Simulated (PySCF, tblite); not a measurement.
# C₄H₈SSi: a rotation path, then NMR shifts on frames, part 2 of 2

tblite 0.8.0 and PySCF 2.14.0. Atoms count from 0.

## (5) NMR shieldings: image 4, PBE0/pcSseg-1

The job: settings as JSON, then the geometry in Å.

```
{"job": {"kind": "nmr", "xc": "PBE0", "basis": "pcSseg-1", "pop": false}, "charge": 0, "multiplicity": 1}
C      2.300000     1.255400     0.584000
C      1.393300     0.168700     0.299500
C      0.659600    -0.757100     0.056300
Si    -0.571800    -2.074900    -0.304100
S     -2.491400    -1.101600    -0.556300
C     -2.042600     0.652000    -0.362400
H      3.103700     1.267000    -0.151500
H      2.729800     1.130900     1.577500
H      1.769100     2.206600     0.544400
H     -0.691400    -2.977100     0.836000
H     -0.255200    -2.736400    -1.565700
H     -2.955100     1.226200    -0.483900
H     -1.320700     0.929700    -1.123400
H     -1.627800     0.810200     0.627600
```

Level: GIAO PBE0/pcSseg-1 NMR shielding, non-relativistic, gas phase.

What it wrote:

```text
coarse grid: 12552 points
cycle   1  E = -844.3018905697  dE =  4.706e-01  |g| = 4.088e-01  |ddm| = 3.617e+00
cycle   2  E = -844.2997243576  dE =  2.166e-03  |g| = 4.226e-01  |ddm| = 1.022e+00
cycle   3  E = -844.3445277463  dE = -4.480e-02  |g| = 1.160e-01  |ddm| = 5.390e-01
cycle   4  E = -844.3473061209  dE = -2.778e-03  |g| = 4.842e-02  |ddm| = 1.133e-01
cycle   5  E = -844.3478936734  dE = -5.876e-04  |g| = 8.769e-03  |ddm| = 4.798e-02
cycle   6  E = -844.3479140992  dE = -2.043e-05  |g| = 2.952e-03  |ddm| = 1.217e-02
cycle   7  E = -844.3479161463  dE = -2.047e-06  |g| = 5.311e-04  |ddm| = 2.553e-03
final grid: 111480 points
cycle   8  E = -844.3863691037  dE = -2.336e-05  |g| = 7.429e-03  |ddm| = 4.813e-02
cycle   9  E = -844.3863615452  dE =  7.559e-06  |g| = 9.083e-03  |ddm| = 1.600e-02
cycle  10  E = -844.3863823316  dE = -2.079e-05  |g| = 1.604e-03  |ddm| = 9.119e-03
cycle  11  E = -844.3863829562  dE = -6.246e-07  |g| = 3.712e-04  |ddm| = 1.381e-03
cycle  12  E = -844.3863829899  dE = -3.377e-08  |g| = 1.021e-04  |ddm| = 4.250e-04
cycle  13  E = -844.3863829925  dE = -2.598e-09  |g| = 2.051e-05  |ddm| = 9.269e-05
cycle  14  E = -844.3863829927  dE = -1.230e-10  |g| = 4.235e-06  |ddm| = 3.343e-05
converged SCF energy = -844.3863829927

GIAO shielding tensors (ppm)
atom      isotropic    diamagn.    paramagn.     s11        s22        s33       span
  0 C      180.973     250.818     -69.845    172.605    172.784    197.530     24.924
  1 C       66.531     273.024    -206.492    -29.311    -25.094    254.000    283.311
  2 C      107.961     259.691    -151.730     26.431     31.084    266.368    239.937
  3 Si     398.711     881.080    -482.369    376.174    379.748    440.210     64.036
  4 S      753.995    1057.500    -303.506    634.568    712.693    914.722    280.154
  5 C      170.355     252.447     -82.092    157.739    170.014    183.313     25.574
  6 H       29.537      27.067       2.470     24.522     27.619     36.470     11.948
  7 H       29.554      27.073       2.481     24.554     27.617     36.491     11.937
  8 H       29.598      30.300      -0.702     24.215     28.731     35.847     11.631
  9 H       26.493      28.509      -2.016     22.530     24.461     32.488      9.958
 10 H       26.483      28.521      -2.038     22.425     24.512     32.512     10.087
 11 H       29.803      29.982      -0.179     24.085     27.289     38.033     13.948
 12 H       29.539      33.446      -3.907     25.080     27.223     36.315     11.235
 13 H       29.502      33.554      -4.051     24.951     27.299     36.256     11.305
```

Run time: 24 s. Hardware: 1 thread of Arm Neoverse N1, shared host; peak memory 0.75 GiB.

Key values: δ C1 120.4, C2 79.0, C5 16.6, C0 6.0, H10 5.23, H9 5.22 ppm.

## (6) NMR shieldings: image 6, PBE0/pcSseg-1

The job: settings as JSON, then the geometry in Å.

```
{"job": {"kind": "nmr", "xc": "PBE0", "basis": "pcSseg-1", "pop": false}, "charge": 0, "multiplicity": 1}
C      2.383500     1.234400     0.705300
C      1.448100     0.178800     0.398200
C      0.691300    -0.722100     0.132800
Si    -0.567600    -2.010900    -0.240600
S     -2.509100    -1.088800    -0.008500
C     -2.136600     0.610600    -0.543600
H      3.062600     1.381300    -0.134000
H      2.963100     0.969900     1.589200
H      1.849900     2.165200     0.897300
H     -0.539400    -3.088000     0.736300
H     -0.422300    -2.446000    -1.629500
H     -3.067100     1.167700    -0.507900
H     -1.745300     0.604100    -1.556100
H     -1.411700     1.043400     0.138900
```

With the program's defaults for keys left out, this is: GIAO PBE0/pcSseg-1 NMR shielding, non-relativistic, gas phase.

What it wrote:

```text
coarse grid: 12552 points
cycle   1  E = -844.3039966547  dE =  4.711e-01  |g| = 4.092e-01  |ddm| = 3.623e+00
cycle   2  E = -844.3018739447  dE =  2.123e-03  |g| = 4.225e-01  |ddm| = 1.042e+00
cycle   3  E = -844.3467994914  dE = -4.493e-02  |g| = 1.156e-01  |ddm| = 5.438e-01
cycle   4  E = -844.3495641380  dE = -2.765e-03  |g| = 4.822e-02  |ddm| = 1.146e-01
cycle   5  E = -844.3501478339  dE = -5.837e-04  |g| = 8.451e-03  |ddm| = 4.758e-02
cycle   6  E = -844.3501667882  dE = -1.895e-05  |g| = 2.903e-03  |ddm| = 1.241e-02
cycle   7  E = -844.3501687863  dE = -1.998e-06  |g| = 5.396e-04  |ddm| = 2.622e-03
final grid: 111480 points
cycle   8  E = -844.3886339687  dE = -2.263e-05  |g| = 7.393e-03  |ddm| = 4.402e-02
cycle   9  E = -844.3886270355  dE =  6.933e-06  |g| = 8.928e-03  |ddm| = 1.588e-02
cycle  10  E = -844.3886472023  dE = -2.017e-05  |g| = 1.480e-03  |ddm| = 9.058e-03
cycle  11  E = -844.3886477324  dE = -5.302e-07  |g| = 3.734e-04  |ddm| = 1.308e-03
cycle  12  E = -844.3886477663  dE = -3.390e-08  |g| = 1.024e-04  |ddm| = 4.409e-04
cycle  13  E = -844.3886477689  dE = -2.610e-09  |g| = 2.022e-05  |ddm| = 9.419e-05
cycle  14  E = -844.3886477691  dE = -1.151e-10  |g| = 4.348e-06  |ddm| = 3.354e-05
converged SCF energy = -844.3886477691

GIAO shielding tensors (ppm)
atom      isotropic    diamagn.    paramagn.     s11        s22        s33       span
  0 C      181.043     250.863     -69.821    172.531    173.034    197.563     25.032
  1 C       68.864     273.026    -204.162    -29.349    -21.039    256.979    286.327
  2 C      107.639     259.946    -152.307     23.391     30.913    268.614    245.223
  3 Si     401.259     881.119    -479.860    367.626    391.862    444.290     76.664
  4 S      723.247    1057.750    -334.503    626.401    676.622    866.717    240.317
  5 C      171.540     252.844     -81.303    159.211    169.474    185.936     26.726
  6 H       29.556      27.620       1.936     24.588     27.706     36.373     11.785
  7 H       29.572      26.511       3.061     24.497     27.651     36.568     12.072
  8 H       29.590      30.120      -0.530     24.253     28.580     35.938     11.686
  9 H       26.754      28.393      -1.638     23.087     24.455     32.722      9.635
 10 H       26.588      28.978      -2.391     22.158     25.011     32.594     10.436
 11 H       29.708      29.954      -0.247     23.949     27.052     38.123     14.174
 12 H       29.772      32.425      -2.653     25.255     26.906     37.155     11.900
 13 H       29.315      33.983      -4.668     23.630     28.224     36.092     12.462
```

Wall time 25 s (1 thread of Arm Neoverse N1, shared host); peak memory 0.75 GiB.

Key values: δ C1 118.1, C2 79.3, C5 15.4, C0 5.9, H10 5.13, H9 4.96 ppm.

## (7) Shielding tensors: image 8, PBE0/pcSseg-1

The job: settings as JSON, then the geometry in Å.

```
{"job": {"kind": "nmr", "xc": "PBE0", "basis": "pcSseg-1", "pop": false}, "charge": 0, "multiplicity": 1}
C      2.627700     1.188100     0.852400
C      1.621300     0.209300     0.514300
C      0.792200    -0.618200     0.225600
Si    -0.530400    -1.833700    -0.180100
S     -2.438100    -0.969400     0.335200
C     -2.427800     0.489700    -0.750400
H      3.192600     1.465200    -0.037700
H      3.313000     0.775500     1.592600
H      2.156000     2.079600     1.265800
H     -0.462800    -3.028400     0.643600
H     -0.533200    -2.076800    -1.622400
H     -3.350400     1.028600    -0.561500
H     -2.387500     0.175000    -1.789200
H     -1.573200     1.115200    -0.510300
```

With the program's defaults for keys left out, this is: GIAO PBE0/pcSseg-1 NMR shielding, non-relativistic, gas phase.

What it wrote:

```text
coarse grid: 12552 points
cycle   1  E = -844.3055282099  dE =  4.684e-01  |g| = 4.104e-01  |ddm| = 3.644e+00
cycle   2  E = -844.3037595040  dE =  1.769e-03  |g| = 4.216e-01  |ddm| = 1.069e+00
cycle   3  E = -844.3490642103  dE = -4.530e-02  |g| = 1.100e-01  |ddm| = 5.492e-01
cycle   4  E = -844.3514908108  dE = -2.427e-03  |g| = 4.920e-02  |ddm| = 1.118e-01
cycle   5  E = -844.3521002071  dE = -6.094e-04  |g| = 7.986e-03  |ddm| = 4.619e-02
cycle   6  E = -844.3521170597  dE = -1.685e-05  |g| = 2.759e-03  |ddm| = 1.181e-02
cycle   7  E = -844.3521188758  dE = -1.816e-06  |g| = 5.517e-04  |ddm| = 2.526e-03
final grid: 111480 points
cycle   8  E = -844.3903200180  dE = -2.206e-05  |g| = 7.403e-03  |ddm| = 4.038e-02
cycle   9  E = -844.3903136015  dE =  6.416e-06  |g| = 8.839e-03  |ddm| = 1.541e-02
cycle  10  E = -844.3903333774  dE = -1.978e-05  |g| = 1.248e-03  |ddm| = 8.749e-03
cycle  11  E = -844.3903337501  dE = -3.726e-07  |g| = 3.756e-04  |ddm| = 1.171e-03
cycle  12  E = -844.3903337839  dE = -3.386e-08  |g| = 1.020e-04  |ddm| = 4.071e-04
cycle  13  E = -844.3903337865  dE = -2.602e-09  |g| = 1.933e-05  |ddm| = 9.509e-05
cycle  14  E = -844.3903337866  dE = -1.071e-10  |g| = 4.390e-06  |ddm| = 3.299e-05
converged SCF energy = -844.3903337866

GIAO shielding tensors (ppm)
atom      isotropic    diamagn.    paramagn.     s11        s22        s33       span
  0 C      180.920     251.188     -70.269    172.342    172.784    197.633     25.291
  1 C       71.887     273.746    -201.858    -27.944    -16.842    260.448    288.392
  2 C      105.739     259.079    -153.340     15.728     30.914    270.575    254.847
  3 Si     401.806     881.141    -479.335    359.183    398.825    447.411     88.228
  4 S      687.480    1058.143    -370.663    616.157    639.014    807.269    191.112
  5 C      172.372     252.406     -80.034    162.081    165.009    190.026     27.945
  6 H       29.597      28.095       1.501     24.635     27.843     36.313     11.679
  7 H       29.607      26.113       3.494     24.567     27.705     36.548     11.981
  8 H       29.583      29.953      -0.370     24.372     28.307     36.069     11.697
  9 H       26.892      28.493      -1.600     22.810     25.052     32.816     10.006
 10 H       26.794      29.574      -2.779     22.439     25.559     32.385      9.946
 11 H       29.596      29.675      -0.079     23.860     26.773     38.154     14.294
 12 H       29.776      30.927      -1.151     24.689     27.172     37.465     12.776
 13 H       29.384      33.735      -4.351     23.189     28.819     36.144     12.955
```

Wall time 25 s (1 thread of Arm Neoverse N1, shared host); peak memory 0.75 GiB.

In short: δ C1 115.0, C2 81.2, C5 14.6, C0 6.0, H10 4.92, H9 4.82 ppm.

## (8) Run by run: NMR shifts

Shifts (ppm) of some atoms, chosen among heavy atoms and hydrogens apart, with basis size and wall time:

```csv
frame,C1,C2,C5,H12,H13,Si3,S4,functions,time
image 0,115.5,80.8,14.5,2.37,1.94,-52.6,-188,156,24 s
image 2,118.8,79.1,15.6,2.37,1.97,-51.7,-227,156,24 s
image 4,120.4,79.0,16.6,2.18,2.21,-49.6,-250,156,24 s
image 6,118.1,79.3,15.4,1.94,2.40,-52.1,-220,156,25 s
image 8,115.0,81.2,14.6,1.94,2.33,-52.6,-184,156,25 s
```

## (9) What came out

This closing draws on all 2 parts.

```
                                        quantity                                               value
                                         barrier                  0.049 eV (1.1 kcal/mol) at image 4
                           end to end (GFN2-xTB)                                            0.002 eV
 ¹³C shifts against TMS (PBE0/pcSseg-1, image 0)                          115.5, 80.8, 14.5, 6.0 ppm
  ¹H shifts against TMS (PBE0/pcSseg-1, image 0)  4.95, 4.82, 2.37, 2.13, 2.12, 2.12, 2.11, 1.94 ppm
²⁹Si shifts against TMS (PBE0/pcSseg-1, image 0)                                           -52.6 ppm
 ³³S shifts against CS2 (PBE0/pcSseg-1, image 0)                                            -188 ppm
                        range of the shift of S4                                    -250 to -184 ppm
```

Along the band the dihedral turns by 116°, and the top (dihedral 2°) lies 1.1 kcal/mol above the start (GFN2-xTB, rough), so at room temperature this motion is fast. The top was not checked by a frequency run. Shifts at one fixed geometry are not the observed spectrum, which averages over the motion. In the first frame run (image 0): The largest span, 289 ppm, is at C1, where the paramagnetic term is -202 ppm. Across the 5 runs the shift of S4 moves most, between -250 (image 4) and -184 ppm (image 8).
